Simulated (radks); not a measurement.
# The Coulomb parameter U of the 3d shell of V⁺

One table from this session's results is given with a row withheld; the runs are named, their logs left out.

Method: Dirac Kohn-Sham, PBE, spin-unpolarised, spherical densities, finite nucleus; open shells are shared between the two j in proportion to 2j + 1. Code: radks (a radial shooting solver on a logarithmic mesh, Libxc functionals) version 1.

### What is computed

```
element            : vanadium (Z = 23)
charge             : +1
electrons          : 22
configuration      : [Ar] 3d3 4s1
nuclear rms radius : 3.6002 fm
```

The outer shells:

V⁺
```
[Ar] core
3d [↑ ][↑ ][↑ ][  ][  ]
4s [↑ ]
```

Set-up of the first run:

The run's settings:

```text
Z 23
configuration [Ar] 3d3 4s1
relativity Dirac
functional pbe,pbe
spin unpolarised
j_filling average
nucleus finite rms 3.6002 fm
c 137.035999084
```

Among the steps run: Start: [Ar] 3d3 4s1.

One table of the session follows, with a row left open; its other results are not shown here.

It belongs to the step «Start: [Ar] 3d3 4s1». Radial moments (bohr):

```
level     <r>  outermost maximum (interpolated)  90 % within  nodes
2p1/2  0.2722                             0.207        0.448      0
2p3/2  0.2749                             0.209        0.451      0
3s1/2  0.9488                             0.820         1.42      2
3p1/2   1.011                             0.841         1.56      1
3p3/2       ?                                 ?            ?      ?
3d3/2   1.380                             0.891         2.41      0
3d5/2   1.385                             0.893         2.42      0
4s1/2   3.043                              2.61         4.52      3
```

Q: Estimate the row for 3p3/2 from the others.

As computed: <r>: 1.020; outermost maximum (interpolated): 0.848; 90 % within: 1.57; nodes: 1. In the column «<r>» it lies between 3p1/2 (1.011) and 3d3/2 (1.380).
